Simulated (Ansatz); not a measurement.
# CHBClF₃O: one species, many methods

How much do the methods differ for CHBClF₃O? The plan is to run it at one geometry with functionals of several rungs and with coupled cluster, and see how far each lands from CCSD(T) at the basis-set limit for the atomisation energy.

The runs use Ansatz 0.2.0, Gaussian basis; functionals in def2-TZVPP, the program's frozen cores in correlated methods.

Plan: PBE-D4, r2SCAN-D4, PBE0-D4, B3LYP-D4, ωB97X-V, ωB97M-V, B2PLYP; CCSD(T)/def2-TZVPP; MP2/def2-QZVPP; extrapolation to the limit.

### 1 The relaxed structure

The geometry comes from an earlier relaxation with PBE0-D4 in a triple-zeta def2 set; it is a stationary point, not always the lowest conformer.

SMILES `FC(F)(F)OBCl`, 8 atoms, charge 0, spin multiplicity 1.

Atoms are counted from 1 here; the program's logs count them from 0.

Bond lengths: F1–C2 1.328 Å, C2–F3 1.328 Å, C2–F4 1.322 Å, C2–O5 1.357 Å, O5–B6 1.363 Å, B6–Cl7 1.740 Å, B6–H8 1.186 Å. Angles: F1–C2–F3 108.5°, F1–C2–F4 108.4°, F1–C2–O5 111.7°, F3–C2–F4 108.4°, F3–C2–O5 111.7°, F4–C2–O5 108.0°, C2–O5–B6 127.2°, O5–B6–Cl7 123.6°, O5–B6–H8 116.2°, Cl7–B6–H8 120.2°.

### 2 PBE-D4 (GGA)

File in.yaml:

```yaml
crystal:
  periodic: [false, false, false]
  atoms:
    - {symbol: F, position_ang: [0.377257, 1.363249, -1.032464]}
    - {symbol: C, position_ang: [-0.631965, 0.644885, -0.553698]}
    - {symbol: F, position_ang: [-0.944226, -0.288330, -1.445537]}
    - {symbol: F, position_ang: [-1.675662, 1.441707, -0.400816]}
    - {symbol: O, position_ang: [-0.335097, 0.105080, 0.655527]}
    - {symbol: B, position_ang: [0.668423, -0.771477, 0.943832]}
    - {symbol: Cl, position_ang: [1.789927, -1.375184, -0.241490]}
    - {symbol: H, position_ang: [0.751334, -1.119939, 2.074648]}
basis:
  gaussian: {orbitals: def2-TZVPP}
hamiltonian: {xc: pbe, dispersion: d4}
output: {forces: true, orbitals: {seedname: orbitals}}
```

Started as:

```sh
ansatz run in.yaml --threads 2 --pin off --events-out ev --progress --plain --max-ram 32768MiB --backend cpu
```

After this run come: r2SCAN-D4 (meta-GGA); PBE0-D4 (hybrid); B3LYP-D4 (hybrid); ωB97X-V (range-separated); ωB97M-V (range-separated); B2PLYP (double hybrid); CCSD(T) in def2-TZVPP; MP2 in def2-QZVPP.

Q: Predict the results of all the runs planned. Wanted: atomisation energy, CCSD(T)/CBS; farthest; mean size of error, hybrid; mean size of error, range-separated; gap, smallest and largest; T1 diagnostic; triples share of the correlation energy.

**Answer**, as computed:

| quantity | value |
| --- | --- |
| atomisation energy, CCSD(T)/CBS | 3271.2 kJ/mol |
| functionals within 16.4 kJ/mol (0.5 %) | none; nearest B3LYP-D4 (-19.4 kJ/mol) |
| farthest | PBE-D4 (+158.7 kJ/mol) |
| mean size of error, hybrid | 26.7 kJ/mol |
| mean size of error, range-separated | 30.4 kJ/mol |
| gap, smallest and largest | 5.83 eV (PBE-D4), 13.02 eV (ωB97X-V) |
| T1 diagnostic | 0.0123 |
| triples share of the correlation energy | 3.4 % |

PBE-D4 misses by +158.7 kJ/mol. Double hybrids carry the basis error of their MP2 part in triple zeta, and no dispersion term here, so their miss is partly the set-up's. The reference freezes the cores and leaves out relativity and excitations past (T), so misses under about 16.4 kJ/mol can't be ranked. Hartree-Fock recovers 70 % of the binding; the rest is correlation. Orbital gaps span 5.8 to 13.0 eV; exact exchange widens them.
